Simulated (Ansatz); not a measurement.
Consider a ranking of structure types by relaxed energy of Hf on several prototypes (Ansatz 0.2.0 through its Python package).

`prototypes_hf.py`
```python
"""Hf on common prototypes, each relaxed."""

import warnings

import ansatz as az
import numpy as np
import pandas as pd
import spglib

XC = "pbesol"
DISPERSION = "d3bjatm"
K_SPACING = 0.39
SMEARING = "gaussian"
SMEARING_WIDTH = 0.1


def hcp(A, a):
    return (
        az.Lattice.from_parameters(a, a, 1.633 * a, alpha=90, beta=90, gamma=120)
        .space_group(194)
        .atom(A, [1 / 3, 2 / 3, 0.25])
    )


def fcc(first, a):
    return (
        az.Lattice.fcc(a)
        .space_group(225)
        .atom(first, [0, 0, 0])
        .primitive()
    )


def bcc(first, a):
    return (
        az.Lattice.bcc(a)
        .space_group(229)
        .atom(first, [0, 0, 0])
        .primitive()
    )


def diamond(first, a):
    return az.Crystal.diamond(first, a=a)


def sc(a_site, a):
    return (
        az.Lattice.cubic(a)
        .space_group(221)
        .atom(a_site, [0, 0, 0])
    )


def compute(name, crystal):
    calc = (
        crystal.calculation()
        .functional(XC, dispersion=DISPERSION)
        .basis(35 * az.Ry)
        .mixing("anderson", preconditioner="kerker_dos")
        .kpoints(spacing=K_SPACING)
        .occupations(SMEARING, width=SMEARING_WIDTH)
        .stress()
        .band_table()
    )
    calc = calc.relax(force_tolerance=0.02, max_steps=40, cell=True)
    return calc.run(threads=1, pin="off")

def relaxed_twice(name, crystal):
    # the second pass draws mesh and plane waves anew for the relaxed cell
    first = compute(name, crystal)
    again = az.Crystal(lattice=az.Lattice.of(first.lattice.cell_ang))
    for site in first.report["lattice"]["sites"]:
        again = again.atom(site["symbol"], site["position_frac"])
    return compute(name, again)


def pressure_gpa(outcome):
    return float(np.trace(outcome.report["stress_gpa"]) / 3)


def space_group(outcome):
    sites = outcome.report["lattice"]["sites"]
    kinds = sorted({site["symbol"] for site in sites})
    cell = (outcome.lattice.cell_ang, [site["position_frac"] for site in sites], [kinds.index(site["symbol"]) for site in sites])
    return spglib.get_spacegroup(cell, symprec=0.01)


def main() -> None:
    # a is a first guess in angstrom
    warnings.simplefilter("ignore", az.DeckWarning)

    phases = {}
    phases["hcp"] = hcp("Hf", 3.16)
    phases["fcc"] = fcc("Hf", 4.47)
    phases["bcc"] = bcc("Hf", 3.55)
    phases["diamond"] = diamond("Hf", 6.15)
    phases["sc"] = sc("Hf", 2.91)

    done = {}
    for name, crystal in phases.items():
        try:
            done[name] = relaxed_twice(name, crystal)
        except az.NonConvergedError as error:
            print(name, "did not converge:", str(error)[:120])

    energy = {name: o.report["energy_sigma0_ev"] / len(o.lattice.sites) for name, o in done.items()}
    lowest = min(energy.values())
    rows = [(name, len(o.lattice.sites), 1000 * (energy[name] - lowest), pressure_gpa(o), space_group(o)) for name, o in done.items()]
    rows.sort(key=lambda row: row[2])
    print(pd.DataFrame(rows, columns=["phase", "atoms", "dE (meV/atom)", "P (GPa)", "space group"]).round(4).to_string(index=False))


if __name__ == "__main__":
    main()
```

Which of these structures comes out lowest, and how far apart are they?

By space group at the end of each run: P6_3/mmc (+0 meV an atom, 20.9 Å³), Fm-3m (+67 meV an atom, 21.0 Å³), Im-3m (+180 meV an atom, 21.1 Å³), Pm-3m (+1158 meV an atom, 22.3 Å³) and Fd-3m (+2918 meV an atom, 30.9 Å³).

The run itself:

```console
$ python prototypes_hf.py
  phase  atoms  dE (meV/atom)  P (GPa)    space group
    hcp      2         0.0000  -0.0050 P6_3/mmc (194)
    fcc      1        67.0404   0.0394    Fm-3m (225)
    bcc      1       180.3418  -0.0178    Im-3m (229)
     sc      1      1158.4134  -0.0120    Pm-3m (221)
diamond      2      2917.7524   0.0036    Fd-3m (227)
```

The settings weren't tested for convergence. Dispersion corrections can be off by several per cent in the lattices of metals, and by several GPa in the pressure at a fixed cell. Pressure is positive in compression. Spin-orbit coupling, which matters for elements this heavy, is left out. The cells are built on prototypes, so most aren't the phase found in nature. Rows bear the name of their start, and a relaxation keeps or raises the symmetry. Differences under about 40 meV an atom lie within the error of mesh and functional. Finished in 50 s on 1 thread of Arm Neoverse V2, with other jobs on the host, peak memory 0.46 GiB.
